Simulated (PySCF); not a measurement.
# SnSe (SMILES [Se][Sn]) at M06-L/def2-TZVP (core potential)

What is the energy change on altering one bond length of SnSe at M06-L/def2-TZVP (core potential)? The job is set up through a Python script.

Program for the calculation: PySCF 2.14.0.

1 further run of the same task is left out (set aside as unsound or not needed).

### 1 The structure to begin with

SnSe: 2 atoms, total charge 0, spin state singlet. SMILES: `[Se][Sn]`. The coordinates come from a PBE0-D4/def2-TZVP relaxation.

Bond lengths: Se1–Sn2 2.325 Å.

### 2 A single-point energy at M06-L/def2-TZVP (core potential)

Contents of run.py:

```python
from pyscf import gto, dft

mol = gto.Mole()
mol.atom = [
    ('Se', (0.000000, -0.000000, 0.006530)),
    ('Sn', (-0.000000, 0.000000, 2.331810)),
]
mol.max_memory = 1860
mol.charge = 0
mol.verbose = 3
mol.basis = 'def2-tzvp'
mol.ecp = {'Sn': 'def2-svp'}
mol.build()

myscf = dft.RKS(mol)
myscf.xc = 'm06-l'
myscf.grids.level = 5
myscf.conv_tol = 1e-10
myscf.kernel()
if not myscf.converged:
    myscf = myscf.newton().run(myscf.mo_coeff, myscf.mo_occ)

etot = myscf.e_tot
print('Final energy', etot)
```

On the command line:

```console
$ OMP_NUM_THREADS=1 python run.py
```

The program printed:

```text
converged SCF energy = -2615.99094838884
Final energy -2615.990948388837
```

Run time: 19 s. Hardware: 1 thread of Arm Neoverse V2, shared host; peak memory 0.5 GiB.

### 3 The distorted shape at the same level

Contents of input.xyz:

```xyz
2

Se     0.000000     0.000000    -0.342290
Sn     0.000000     0.000000     2.331810
```

Contents of input.py:

```python
from pyscf import gto, dft

mol = gto.M(
    atom='input.xyz',
    verbose=4,
    basis='def2-tzvp',
    ecp={'Sn': 'def2-svp'},
    max_memory=1860,
    spin=0,
)

mf = dft.RKS(mol)
mf.xc = 'm06-l'
mf.conv_tol = 1e-10
mf.grids.level = 5
mf.kernel()
if not mf.converged:
    mf = mf.newton().run(mf.mo_coeff, mf.mo_occ)

etot = mf.e_tot
print(f'total energy: {etot:.8f} hartree')
```

On the command line:

```console
$ OMP_NUM_THREADS=1 python input.py
```

The program printed:

```text
PySCF version 2.14.0

[INPUT] num. atoms = 2
[INPUT] num. electrons = 56
[INPUT] charge = 0
[INPUT] spin (= nelec alpha-beta = 2S) = 0
[INPUT] symmetry False subgroup None
[INPUT] Mole.unit = angstrom
[INPUT] Symbol           X                Y                Z      unit          X                Y                Z       unit  Magmom
[INPUT]  1 Se     0.000000000000   0.000000000000  -0.342290000000 AA    0.000000000000   0.000000000000  -0.646834355177 Bohr   0.0
[INPUT]  2 Sn     0.000000000000   0.000000000000   2.331810000000 AA    0.000000000000   0.000000000000   4.406482274522 Bohr   0.0

nuclear repulsion = 148.02159746014
number of shells = 32
number of NR pGTOs = 194
number of NR cGTOs = 98
basis = def2-tzvp
ecp = {'Sn': 'def2-svp'}

[... 65 lines left out ...]
converged SCF energy = -2615.96623683981
total energy: -2615.96623684 hartree
```

It took 22 s on 1 thread of Arm Neoverse V2, shared host; peak memory 0.51 GiB.

### 4 Results

At M06-L/def2-TZVP (core potential):

```
                                                           quantity           value
                                          first shape: total energy  -2615.99095 Eh
                                         first shape: dipole moment          2.87 D
                                           first shape: HOMO energy        -6.15 eV
                                           first shape: LUMO energy        -2.93 eV
                                         first shape: HOMO–LUMO gap         3.21 eV
                                      distorted shape: total energy  -2615.96624 Eh
                                     distorted shape: dipole moment          4.23 D
                                       distorted shape: HOMO energy        -5.57 eV
                                       distorted shape: LUMO energy        -3.52 eV
                                     distorted shape: HOMO–LUMO gap         2.05 eV
energy change with the Se1–Sn2 bond stretched from 2.325 to 2.674 Å        0.672 eV
```

In words: With the Se1–Sn2 bond stretched from 2.325 to 2.674 Å the energy rises by 0.67 eV (64.9 kJ/mol). The first shape isn't relaxed at this level, so the change isn't measured from a minimum.
